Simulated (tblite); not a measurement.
# Ge15H22: the cost of one run

Programs: tblite 0.8.0 and PySCF 2.14.0, with routines of our own; each step states its level. All values are computed. Atoms count from 0.

### 1 The starting structure

37 atoms, charge 0, multiplicity 1; geometry from: force field, distance geometry or constructed start.

### 2 Optimising the geometry with GFN2-xTB

What the job is given:

```
{"job": {"kind": "relax", "xc": "GFN2-xTB", "basis": "xTB"}, "charge": 0, "multiplicity": 1}
Ge    -1.995500    -1.892300     1.313100
Ge    -2.003600    -1.887900    -1.142100
Ge    -1.995200     0.417000    -1.950900
Ge    -4.001500     1.578700     1.308500
Ge    -4.001800     1.573100    -1.131800
Ge    -2.003700     0.418800     2.128800
Ge     0.000100    -3.043800    -1.955200
Ge     2.003800    -1.887800     1.316200
Ge     2.003100    -1.892600    -1.135600
Ge     1.997600     0.418500    -1.950300
Ge     3.998700     1.573100     1.312600
Ge     3.998300     1.572300    -1.135200
Ge    -0.003400     1.575000     1.319700
Ge     0.002200     1.573700    -1.137900
Ge     1.998200     0.424400     2.131600
H     -3.251500    -2.611200     1.831000
H     -1.038400    -2.860300     2.002700
H     -3.250700    -2.615200    -1.646200
H     -2.001000     0.421100    -3.479400
H     -3.998000     3.017700     1.827400
H     -5.252300     0.856800     1.826200
H     -4.001700     3.018300    -1.645400
H     -5.246600     0.857600    -1.638600
H     -2.004600     0.415000     3.659900
H      0.000500    -3.042900    -3.481000
H     -0.006100    -4.488900    -1.439400
H      3.250300    -2.609500     1.824000
H      1.038200    -2.861600     2.003000
H      3.250200    -2.611400    -1.647200
H      2.001500     0.419700    -3.478500
H      4.004400     3.017400     1.823600
H      5.248100     0.854300     1.824900
H      3.999800     3.016900    -1.647100
H      5.252100     0.851700    -1.641500
H      0.001200     3.018600     1.821400
H      0.000500     3.019000    -1.648100
H      1.999600     0.419400     3.657300
```

Launch:

```
OMP_NUM_THREADS=2 python large_run.py task.json out
```

The driver reads the jobs from task.json and runs them one after another.

**Question.** How long does this first job take on 2 threads of Arm Neoverse N1, shared host, and how much memory does it need?

About 6.3 s, with a peak of 0.16 GiB.
